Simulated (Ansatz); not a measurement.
**K+ with AsH₃: interaction against distance, part 1 of 3**

Aim: pull the two fragments apart and push them together, rigidly along the line between their mean positions, and follow the counterpoise interaction energy.

Program: Ansatz 0.2.0, Gaussian basis. Level of theory: single points in def2-TZVPPD, with counterpoise. These are calculated values, not measurements.

Correlated methods freeze the cores. Filled d shells of the heavier atoms are correlated. The outer core shell of Li, Na, Mg and K is correlated. B3LYP uses VWN-RPA correlation.

41 further runs of the same task are left out: 1 that didn't finish, 40 set aside as unsound or not needed.

**1. Where the work starts**

The relaxed pair: 5 atoms, charge 1, spin multiplicity 1.

Atoms are counted from 1 here; the program's logs count them from 0.

Bond lengths: K1–As2 3.430 Å, As2–H3 1.509 Å, As2–H4 1.509 Å, As2–H5 1.509 Å. Angles: K1–As2–H3 121.1°, K1–As2–H4 121.1°, K1–As2–H5 121.1°, H3–As2–H4 95.7°, H3–As2–H5 95.7°, H4–As2–H5 95.7°.

Coordinates:

```xyz
5
AsH3K
K     0.06830    0.03227   -3.21086
As   -0.00444   -0.00254    0.21829
H     1.21655   -0.38140    1.02071
H    -0.31874    1.24787    1.00311
H    -0.96156   -0.89630    0.96885
```

Atoms 1 to 1 are fragment A, the rest fragment B. The contact K1–As2 is 3.43 Å. Interaction at this geometry, from earlier runs: PBE-D4 -10.89, r2SCAN-D4 -10.07, PBE0-D4 -10.91, B3LYP-D4 -10.39, wB97M-V -10.22, Hartree-Fock -9.08, MP2 -9.89, CCSD -9.57, CCSD(T) -9.63 kcal/mol. Each point needs the pair (ab) and both fragments with ghost atoms (a, b).

**2. B moved by -0.34 Å, wB97M-V/def2-TZVPPD**

ab/in.yaml

```yaml
crystal:
  periodic: [false, false, false]
  atoms:
    - {symbol: K, position_ang: [0.068302, 0.032271, -3.210862]}
    - {symbol: As, position_ang: [0.002852, 0.000908, -0.124625]}
    - {symbol: H, position_ang: [1.223839, -0.377951, 0.677792]}
    - {symbol: H, position_ang: [-0.311450, 1.251319, 0.660200]}
    - {symbol: H, position_ang: [-0.954272, -0.892852, 0.625933]}
basis:
  gaussian: {orbitals: "def2-TZVPPD.json"}
total_charge: 1
hamiltonian: {xc: {name: wB97M-V}}
```

a/in.yaml

```yaml
crystal:
  periodic: [false, false, false]
  atoms:
    - {symbol: K, position_ang: [0.068302, 0.032271, -3.210862]}
basis:
  gaussian:
    orbitals: "def2-TZVPPD.json"
    ghost_atoms:
      - {symbol: As, position_ang: [0.002852, 0.000908, -0.124625]}
      - {symbol: H, position_ang: [1.223839, -0.377951, 0.677792]}
      - {symbol: H, position_ang: [-0.311450, 1.251319, 0.660200]}
      - {symbol: H, position_ang: [-0.954272, -0.892852, 0.625933]}
total_charge: 1
hamiltonian: {xc: {name: wB97M-V}}
```

b/in.yaml

```yaml
crystal:
  periodic: [false, false, false]
  atoms:
    - {symbol: As, position_ang: [0.002852, 0.000908, -0.124625]}
    - {symbol: H, position_ang: [1.223839, -0.377951, 0.677792]}
    - {symbol: H, position_ang: [-0.311450, 1.251319, 0.660200]}
    - {symbol: H, position_ang: [-0.954272, -0.892852, 0.625933]}
basis:
  gaussian:
    orbitals: "def2-TZVPPD.json"
    ghost_atoms:
      - {symbol: K, position_ang: [0.068302, 0.032271, -3.210862]}
hamiltonian: {xc: {name: wB97M-V}}
```

The basis file named in the input lies beside it (Basis Set Exchange, JSON).

Each run has its own folder and the same command.

On the command line:

```sh
$ ansatz run in.yaml --threads 2 --pin off --events-out ev --progress --plain --max-ram 5222MiB
```

Output in ab, cut to the lines that bear on the results:

```text
Functional definition: wB97M-V
  name "wB97M-V"
  cite "Mardirossian & Head-Gordon, J. Chem. Phys. 144, 214110 (2016) doi:10.1063/1.4952647"
  cite "Becke, J. Chem. Phys. 107, 8554 (1997) doi:10.1063/1.475007"
  cite "Vydrov & Van Voorhis, J. Chem. Phys. 133, 244103 (2010) doi:10.1063/1.3521275"
  # Of w^i u^j: cxij and so on, Table III.
[...]
  gx(w, u) = 1 - cx + cx01*u + cx10*w
  gss(w, u) = css00 + css04*u^4 + css10*w + css20*w^2 + css43*w^4*u^3
  gos(w, u) = cos00 + cos10*w + (cos20 + cos21*u)*w^2 + (cos60 + cos61*u)*w^6
[...]
      + integral(e_c_pw_mod_opposite_spin*gos(b97_w_opposite, b97_u_opposite)) + vv10(b, c)
942 factors; their error is unknown
272 factors; integrals over basis functions are off by at most 4.0e-5 eV
[...]
mean field -77205.74254713 eV, -2837.2587066752 hartree, gradient 1.3e-5 eV, S^2 0.000000; 0 other end points of the search recorded, 0 dependent functions left out
reference -77205.74260802 eV, -2837.2587089127 hartree; 27, 27 occupied and 114, 114 virtual orbitals, 942 factors
Total energy: -77205.74260802 eV, -2837.2587089127 hartree
```

Log of a, cut to the lines that bear on the results:

```text
[... 5 set-up lines as earlier in the session ...]
  # Of w^i u^j: cxij and so on, Table III.
[...]
  gx(w, u) = 1 - cx + cx01*u + cx10*w
[...]
      + integral(e_c_pw_mod_opposite_spin*gos(b97_w_opposite, b97_u_opposite)) + vv10(b, c)
902 factors; their error is unknown
256 factors; integrals over basis functions are off by at most 4.1e-5 eV
[...]
mean field -16319.33398147 eV, -599.7244621773 hartree, gradient 3.7e-6 eV, S^2 0.000000; 0 other end points of the search recorded, 0 dependent functions left out
reference -16319.33401451 eV, -599.7244633913 hartree; 9, 9 occupied and 132, 132 virtual orbitals, 902 factors
Total energy: -16319.33401451 eV, -599.7244633913 hartree
```

Log of b, cut to the lines that bear on the results:

```text
[... 5 set-up lines as earlier in the session ...]
  # Of w^i u^j: cxij and so on, Table III.
[...]
  gx(w, u) = 1 - cx + cx01*u + cx10*w
[...]
      + integral(e_c_pw_mod_opposite_spin*gos(b97_w_opposite, b97_u_opposite)) + vv10(b, c)
853 factors; their error is unknown
226 factors; integrals over basis functions are off by at most 4.3e-5 eV
[...]
mean field -60886.05497395 eV, -2237.5212502425 hartree, gradient 3.7e-5 eV, S^2 0.000000; 0 other end points of the search recorded, 0 dependent functions left out
reference -60886.05503425 eV, -2237.5212524581 hartree; 18, 18 occupied and 123, 123 virtual orbitals, 853 factors
Total energy: -60886.05503425 eV, -2237.5212524581 hartree
```

Times: 15 s (ab), 9 s (a), 13 s (b) on 2 threads of Arm Neoverse N1, shared host; peak memory 0.44 GiB.

ab − a − b = -8.15 kcal/mol.

**3. B moved by -0.34 Å, CCSD(T)/def2-TZVPPD**

Each input of step 2 (ab, a, b) changes in the same lines:

```diff
-hamiltonian: {xc: {name: wB97M-V}}
+correlation: {method: ccsd_t}
```

One command serves all of them, each in its own folder.

On the command line:

```sh
$ ansatz run in.yaml --threads 2 --pin off --events-out ev --progress --plain --max-ram 5222MiB
```

Log of ab, cut to the lines that bear on the results:

```text
Functional definition: HF
  name "HF"
  cite "Fock, Z. Phys. 61, 126 (1930) doi:10.1007/BF01340294"
  parent pbe
[...]
939 factors; integrals over basis functions are off by at most 5.2e-4 eV
[...]
mean field -77142.84007738 eV, -2834.9470835487 hartree, gradient 1.3e-6 eV, S^2 0.000000; 1 other end points of the search recorded, 0 dependent functions left out
14 core orbitals not correlated: weight in the atoms' cores, before any rotation towards them, 1.000 or more for the frozen orbitals, at most 0.000 for the correlated occupied ones
reference -77142.84007738 eV, -2834.9470835487 hartree; 13, 13 occupied and 114, 114 virtual orbitals, 939 factors
second order -12.06192178 eV of doubles, -0.00000000 eV of singles
cycle   1  -12.48279487 eV  change   -4.2e-1 eV  update   6.9e-2
[...]
cycle   8  -12.83124127 eV  change   -1.3e-5 eV  update   2.1e-5
perturbative correction -0.31732844 eV, -0.0116616051 hartree
Total energy: -77155.98864709 eV, -2835.4302845731 hartree
```

Output in a, cut to the lines that bear on the results:

```text
[... 4 set-up lines as earlier in the session ...]
[...]
909 factors; integrals over basis functions are off by at most 5.2e-4 eV
[...]
mean field -16299.78631590 eV, -599.0060987172 hartree, gradient 2.3e-6 eV, S^2 0.000000; 0 other end points of the search recorded, 0 dependent functions left out
5 core orbitals not correlated: weight in the atoms' cores, before any rotation towards them, 1.000 or more for the frozen orbitals, at most 0.000 for the correlated occupied ones
reference -16299.78631590 eV, -599.0060987172 hartree; 4, 4 occupied and 132, 132 virtual orbitals, 909 factors
second order -4.11811439 eV of doubles, -0.00000000 eV of singles
cycle   1  -4.39285825 eV  change   -2.7e-1 eV  update   1.9e-2
[...]
cycle   6  -4.43397955 eV  change   -1.9e-6 eV  update   4.1e-6
perturbative correction -0.04632820 eV, -0.0017025298 hartree
Total energy: -16304.26662364 eV, -599.1707469900 hartree
```

Output in b, cut to the lines that bear on the results:

```text
[... 4 set-up lines as earlier in the session ...]
[...]
804 factors; integrals over basis functions are off by at most 1.2e-3 eV
[...]
mean field -60842.81841535 eV, -2235.9323360205 hartree, gradient 1.7e-6 eV, S^2 0.000000; 0 other end points of the search recorded, 0 dependent functions left out
9 core orbitals not correlated: weight in the atoms' cores, before any rotation towards them, 1.000 or more for the frozen orbitals, at most 0.000 for the correlated occupied ones
reference -60842.81841535 eV, -2235.9323360205 hartree; 9, 9 occupied and 123, 123 virtual orbitals, 804 factors
second order -7.85287791 eV of doubles, -0.00000000 eV of singles
cycle   1  -8.02310197 eV  change   -1.7e-1 eV  update   6.7e-2
[...]
cycle   9  -8.33070255 eV  change   -1.3e-7 eV  update   7.4e-6
perturbative correction -0.26460554 eV, -0.0097240741 hartree
Total energy: -60851.41372344 eV, -2236.2482077666 hartree
```

Times: 29 s (ab), 6 s (a), 16 s (b) on 2 threads of Arm Neoverse N1, shared host; peak memory 0.81 GiB.

ab − a − b = -7.11 kcal/mol.

**4. B moved by -0.17 Å, wB97M-V/def2-TZVPPD**

ab/in.yaml

```yaml
crystal:
  periodic: [false, false, false]
  atoms:
    - {symbol: K, position_ang: [0.068302, 0.032271, -3.210862]}
    - {symbol: As, position_ang: [-0.000795, -0.000817, 0.046833]}
    - {symbol: H, position_ang: [1.220192, -0.379676, 0.849250]}
    - {symbol: H, position_ang: [-0.315096, 1.249594, 0.831658]}
    - {symbol: H, position_ang: [-0.957918, -0.894576, 0.797391]}
basis:
  gaussian: {orbitals: "def2-TZVPPD.json"}
total_charge: 1
hamiltonian: {xc: {name: wB97M-V}}
```

a/in.yaml

```yaml
crystal:
  periodic: [false, false, false]
  atoms:
    - {symbol: K, position_ang: [0.068302, 0.032271, -3.210862]}
basis:
  gaussian:
    orbitals: "def2-TZVPPD.json"
    ghost_atoms:
      - {symbol: As, position_ang: [-0.000795, -0.000817, 0.046833]}
      - {symbol: H, position_ang: [1.220192, -0.379676, 0.849250]}
      - {symbol: H, position_ang: [-0.315096, 1.249594, 0.831658]}
      - {symbol: H, position_ang: [-0.957918, -0.894576, 0.797391]}
total_charge: 1
hamiltonian: {xc: {name: wB97M-V}}
```

b/in.yaml

```yaml
crystal:
  periodic: [false, false, false]
  atoms:
    - {symbol: As, position_ang: [-0.000795, -0.000817, 0.046833]}
    - {symbol: H, position_ang: [1.220192, -0.379676, 0.849250]}
    - {symbol: H, position_ang: [-0.315096, 1.249594, 0.831658]}
    - {symbol: H, position_ang: [-0.957918, -0.894576, 0.797391]}
basis:
  gaussian:
    orbitals: "def2-TZVPPD.json"
    ghost_atoms:
      - {symbol: K, position_ang: [0.068302, 0.032271, -3.210862]}
hamiltonian: {xc: {name: wB97M-V}}
```

The same command starts each run, in its folder.

On the command line:

```sh
$ ansatz run in.yaml --threads 2 --pin off --events-out ev --progress --plain --max-ram 5222MiB
```

Output in ab, cut to the lines that bear on the results:

```text
[... 5 set-up lines as earlier in the session ...]
  # Of w^i u^j: cxij and so on, Table III.
[...]
  gx(w, u) = 1 - cx + cx01*u + cx10*w
[...]
      + integral(e_c_pw_mod_opposite_spin*gos(b97_w_opposite, b97_u_opposite)) + vv10(b, c)
942 factors; their error is unknown
272 factors; integrals over basis functions are off by at most 3.9e-5 eV
[...]
mean field -77205.81252352 eV, -2837.2612782602 hartree, gradient 6.8e-5 eV, S^2 0.000000; 0 other end points of the search recorded, 0 dependent functions left out
reference -77205.81258466 eV, -2837.2612805070 hartree; 27, 27 occupied and 114, 114 virtual orbitals, 942 factors
Total energy: -77205.81258466 eV, -2837.2612805070 hartree
```

Log of a, cut to the lines that bear on the results:

```text
[... 5 set-up lines as earlier in the session ...]
  # Of w^i u^j: cxij and so on, Table III.
[...]
  gx(w, u) = 1 - cx + cx01*u + cx10*w
[...]
      + integral(e_c_pw_mod_opposite_spin*gos(b97_w_opposite, b97_u_opposite)) + vv10(b, c)
902 factors; their error is unknown
256 factors; integrals over basis functions are off by at most 3.9e-5 eV
[...]
mean field -16319.33322572 eV, -599.7244344037 hartree, gradient 7.2e-5 eV, S^2 0.000000; 0 other end points of the search recorded, 0 dependent functions left out
reference -16319.33325925 eV, -599.7244356360 hartree; 9, 9 occupied and 132, 132 virtual orbitals, 902 factors
Total energy: -16319.33325925 eV, -599.7244356360 hartree
```

b printed, cut to the lines that bear on the results:

```text
[... 5 set-up lines as earlier in the session ...]
  # Of w^i u^j: cxij and so on, Table III.
[...]
  gx(w, u) = 1 - cx + cx01*u + cx10*w
[...]
      + integral(e_c_pw_mod_opposite_spin*gos(b97_w_opposite, b97_u_opposite)) + vv10(b, c)
853 factors; their error is unknown
226 factors; integrals over basis functions are off by at most 4.6e-5 eV
[...]
mean field -60886.05471253 eV, -2237.5212406353 hartree, gradient 5.6e-6 eV, S^2 0.000000; 0 other end points of the search recorded, 0 dependent functions left out
reference -60886.05477185 eV, -2237.5212428153 hartree; 18, 18 occupied and 123, 123 virtual orbitals, 853 factors
Total energy: -60886.05477185 eV, -2237.5212428153 hartree
```

Wall times: 15 s (ab), 9 s (a), 14 s (b) on 2 threads of Arm Neoverse N1, shared host; peak memory 0.43 GiB.

This point gives -9.79 kcal/mol.

**5. B moved by -0.17 Å, CCSD(T)/def2-TZVPPD**

The same edit goes into each in.yaml of step 4 (ab, a, b):

```diff
-hamiltonian: {xc: {name: wB97M-V}}
+correlation: {method: ccsd_t}
```

Each run has its own folder and the same command.

On the command line:

```sh
$ ansatz run in.yaml --threads 2 --pin off --events-out ev --progress --plain --max-ram 5222MiB
```

Log of ab, cut to the lines that bear on the results:

```text
[... 4 set-up lines as earlier in the session ...]
[...]
939 factors; integrals over basis functions are off by at most 4.6e-4 eV
[...]
mean field -77142.95126777 eV, -2834.9511697201 hartree, gradient 1.0e-6 eV, S^2 0.000000; 1 other end points of the search recorded, 0 dependent functions left out
14 core orbitals not correlated: weight in the atoms' cores, before any rotation towards them, 1.000 or more for the frozen orbitals, at most 0.000 for the correlated occupied ones
reference -77142.95126777 eV, -2834.9511697201 hartree; 13, 13 occupied and 114, 114 virtual orbitals, 939 factors
second order -12.02315668 eV of doubles, -0.00000000 eV of singles
cycle   1  -12.45024351 eV  change   -4.3e-1 eV  update   6.9e-2
[...]
cycle   8  -12.79852171 eV  change   -1.3e-5 eV  update   2.2e-5
perturbative correction -0.31488731 eV, -0.0115718950 hartree
Total energy: -77156.06467678 eV, -2835.4330786128 hartree
```

a printed, cut to the lines that bear on the results:

```text
[... 4 set-up lines as earlier in the session ...]
[...]
909 factors; integrals over basis functions are off by at most 4.6e-4 eV
[...]
mean field -16299.78591605 eV, -599.0060840232 hartree, gradient 2.3e-6 eV, S^2 0.000000; 0 other end points of the search recorded, 0 dependent functions left out
5 core orbitals not correlated: weight in the atoms' cores, before any rotation towards them, 1.000 or more for the frozen orbitals, at most 0.000 for the correlated occupied ones
reference -16299.78591605 eV, -599.0060840232 hartree; 4, 4 occupied and 132, 132 virtual orbitals, 909 factors
second order -4.11415603 eV of doubles, -0.00000000 eV of singles
cycle   1  -4.38863487 eV  change   -2.7e-1 eV  update   1.9e-2
[...]
cycle   6  -4.42967401 eV  change   -1.9e-6 eV  update   3.9e-6
perturbative correction -0.04626218 eV, -0.0017001039 hartree
Total energy: -16304.26185224 eV, -599.1705716444 hartree
```

Log of b, cut to the lines that bear on the results:

```text
[... 4 set-up lines as earlier in the session ...]
[...]
803 factors; integrals over basis functions are off by at most 1.3e-3 eV
[...]
mean field -60842.81820206 eV, -2235.9323281824 hartree, gradient 1.8e-6 eV, S^2 0.000000; 0 other end points of the search recorded, 0 dependent functions left out
9 core orbitals not correlated: weight in the atoms' cores, before any rotation towards them, 1.000 or more for the frozen orbitals, at most 0.000 for the correlated occupied ones
reference -60842.81820206 eV, -2235.9323281824 hartree; 9, 9 occupied and 123, 123 virtual orbitals, 803 factors
second order -7.85076215 eV of doubles, -0.00000000 eV of singles
cycle   1  -8.02129418 eV  change   -1.7e-1 eV  update   6.7e-2
[...]
cycle   9  -8.32891482 eV  change   -2.3e-7 eV  update   7.5e-6
perturbative correction -0.26449137 eV, -0.0097198785 hartree
Total energy: -60851.41160824 eV, -2236.2481300347 hartree
```

They took 29 s (ab), 6 s (a), 16 s (b) on 2 threads of Arm Neoverse N1, shared host; peak memory 0.81 GiB.

ab − a − b = -9.02 kcal/mol.

**6. B moved by +0.17 Å, wB97M-V/def2-TZVPPD**

ab/in.yaml

```yaml
crystal:
  periodic: [false, false, false]
  atoms:
    - {symbol: K, position_ang: [0.068302, 0.032271, -3.210862]}
    - {symbol: As, position_ang: [-0.008087, -0.004265, 0.389748]}
    - {symbol: H, position_ang: [1.212900, -0.383124, 1.192165]}
    - {symbol: H, position_ang: [-0.322389, 1.246146, 1.174573]}
    - {symbol: H, position_ang: [-0.965210, -0.898025, 1.140306]}
basis:
  gaussian: {orbitals: "def2-TZVPPD.json"}
total_charge: 1
hamiltonian: {xc: {name: wB97M-V}}
```

a/in.yaml

```yaml
crystal:
  periodic: [false, false, false]
  atoms:
    - {symbol: K, position_ang: [0.068302, 0.032271, -3.210862]}
basis:
  gaussian:
    orbitals: "def2-TZVPPD.json"
    ghost_atoms:
      - {symbol: As, position_ang: [-0.008087, -0.004265, 0.389748]}
      - {symbol: H, position_ang: [1.212900, -0.383124, 1.192165]}
      - {symbol: H, position_ang: [-0.322389, 1.246146, 1.174573]}
      - {symbol: H, position_ang: [-0.965210, -0.898025, 1.140306]}
total_charge: 1
hamiltonian: {xc: {name: wB97M-V}}
```

b/in.yaml

```yaml
crystal:
  periodic: [false, false, false]
  atoms:
    - {symbol: As, position_ang: [-0.008087, -0.004265, 0.389748]}
    - {symbol: H, position_ang: [1.212900, -0.383124, 1.192165]}
    - {symbol: H, position_ang: [-0.322389, 1.246146, 1.174573]}
    - {symbol: H, position_ang: [-0.965210, -0.898025, 1.140306]}
basis:
  gaussian:
    orbitals: "def2-TZVPPD.json"
    ghost_atoms:
      - {symbol: K, position_ang: [0.068302, 0.032271, -3.210862]}
hamiltonian: {xc: {name: wB97M-V}}
```

The same command starts each run, in its folder.

On the command line:

```sh
$ ansatz run in.yaml --threads 2 --pin off --events-out ev --progress --plain --max-ram 5222MiB
```

ab printed, cut to the lines that bear on the results:

```text
[... 5 set-up lines as earlier in the session ...]
  # Of w^i u^j: cxij and so on, Table III.
[...]
  gx(w, u) = 1 - cx + cx01*u + cx10*w
[...]
      + integral(e_c_pw_mod_opposite_spin*gos(b97_w_opposite, b97_u_opposite)) + vv10(b, c)
942 factors; their error is unknown
270 factors; integrals over basis functions are off by at most 4.1e-5 eV
[...]
mean field -77205.81877987 eV, -2837.2615081767 hartree, gradient 7.6e-5 eV, S^2 0.000000; 0 other end points of the search recorded, 0 dependent functions left out
reference -77205.81884130 eV, -2837.2615104341 hartree; 27, 27 occupied and 114, 114 virtual orbitals, 942 factors
Total energy: -77205.81884130 eV, -2837.2615104341 hartree
```

Log of a, cut to the lines that bear on the results:

```text
[... 5 set-up lines as earlier in the session ...]
  # Of w^i u^j: cxij and so on, Table III.
[...]
  gx(w, u) = 1 - cx + cx01*u + cx10*w
[...]
      + integral(e_c_pw_mod_opposite_spin*gos(b97_w_opposite, b97_u_opposite)) + vv10(b, c)
902 factors; their error is unknown
256 factors; integrals over basis functions are off by at most 4.0e-5 eV
[...]
mean field -16319.33229772 eV, -599.7244003004 hartree, gradient 2.2e-5 eV, S^2 0.000000; 0 other end points of the search recorded, 0 dependent functions left out
reference -16319.33233185 eV, -599.7244015549 hartree; 9, 9 occupied and 132, 132 virtual orbitals, 902 factors
Total energy: -16319.33233185 eV, -599.7244015549 hartree
```

Log of b, cut to the lines that bear on the results:

```text
[... 5 set-up lines as earlier in the session ...]
  # Of w^i u^j: cxij and so on, Table III.
[...]
  gx(w, u) = 1 - cx + cx01*u + cx10*w
[...]
      + integral(e_c_pw_mod_opposite_spin*gos(b97_w_opposite, b97_u_opposite)) + vv10(b, c)
853 factors; their error is unknown
226 factors; integrals over basis functions are off by at most 5.0e-5 eV
[...]
mean field -60886.05397931 eV, -2237.5212136899 hartree, gradient 5.6e-6 eV, S^2 0.000000; 0 other end points of the search recorded, 0 dependent functions left out
reference -60886.05403703 eV, -2237.5212158111 hartree; 18, 18 occupied and 123, 123 virtual orbitals, 853 factors
Total energy: -60886.05403703 eV, -2237.5212158111 hartree
```

They took 15 s (ab), 8.5 s (a), 13 s (b) on 2 threads of Arm Neoverse N1, shared host; peak memory 0.43 GiB.

ab − a − b = -9.97 kcal/mol.

(Continued in part 2 of 3.)
